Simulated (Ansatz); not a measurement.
# Cd3W: a trial structure relaxed

Where does this trial cell of Cd3W go when cell and atoms are let free?

Method: DFT PBE, scalar-relativistic, plane waves, PAW, in Ansatz 0.2.0.

### 1 Starting point

Symmetry: P4/mmm, No. 123, tetragonal system. The conventional cell has a = 4.013 Å, b = 4.013 Å, c = 6.392 Å, α = 90.00°, β = 90.00°, γ = 90.00°. Cd (site symmetry 4/mmm) has 6 Cd at 2.84 to 3.20 Å as nearest neighbours. Cd (site symmetry 4/mmm) has 4 Cd at 2.84 Å and 2 W at 3.20 Å as nearest neighbours. Cd (site symmetry 4/mmm) is surrounded by 4 W at 2.84 Å and 2 Cd at 3.20 Å. W (site symmetry 4/mmm) is surrounded by 6 Cd at 2.84 to 3.20 Å.

Coordinates:

```xyz
4
Lattice="4.0126 0.0000 0.0000 0.0000 4.0126 0.0000 0.0000 0.0000 6.3921" Properties=species:S:1:pos:R:3 pbc="T T T"
Cd    0.0000    0.0000    0.0000
Cd    2.0063    2.0063    0.0000
Cd    0.0000    0.0000    3.1961
W     2.0063    2.0063    3.1961
```

The cell is invented: random cell by space group and Wyckoff sites (P4/mmm, No. 123). Lengths come from tabulated atomic sizes and are only a guess.

### 2 Probe: one point on a coarse mesh

Contents of input.yaml:

```yaml
crystal:
  lattice:
    - [4.01258917, 0.0, 0.0]
    - [0.0, 4.01258917, 0.0]
    - [0.0, 0.0, 6.39213041]
  atoms:
    - { symbol: Cd, position: [0.0, 0.0, 0.0] }
    - { symbol: Cd, position: [0.5, 0.5, 0.0] }
    - { symbol: Cd, position: [0.0, 0.0, 0.5] }
    - { symbol: W, position: [0.5, 0.5, 0.5] }
basis:
  ecutwfc: 420
kpoints:
  mp_grid: { grid: [4, 4, 4] }
hamiltonian:
  xc: pbe
scf:
  occupations: { method: gaussian, width: 0.1 }
  lower_state_search: "off"
output:
  forces: true
  stress: true
  eigenvalues: true
```

The run is started by

```sh
$ ansatz run input.yaml --threads 1 --pin off --max-ram 2560MiB --backend cpu --events-out ev --progress --plain --runs-dir out
```

Further runs follow: coarse relaxation; relaxation on the finer mesh.

**Question.** What will these runs give? Wanted: conventional cell; volume; energy over the elements; gap on the mesh.

The runs gave:

| quantity | value |
| --- | --- |
| symmetry at the end (tolerance 0.05 Å) | space group P4/mmm (No. 123) |
| conventional cell | a = 4.026 Å, b = 4.026 Å, c = 5.551 Å, α = 90.00°, β = 90.00°, γ = 90.00° |
| volume | 22.49 Å³/atom |
| energy over the elements | +1.22 eV/atom |
| gap on the mesh | none (metal) |

In words: The space group P4/mmm (No. 123) is kept, and the volume per atom shrinks by 12.6 % from the first guess. The formation energy is positive, so the separate elements lie lower. No finished test with a distortion of lower symmetry is shown, so the end may be a saddle point. The runs treat W without spin-orbit coupling.
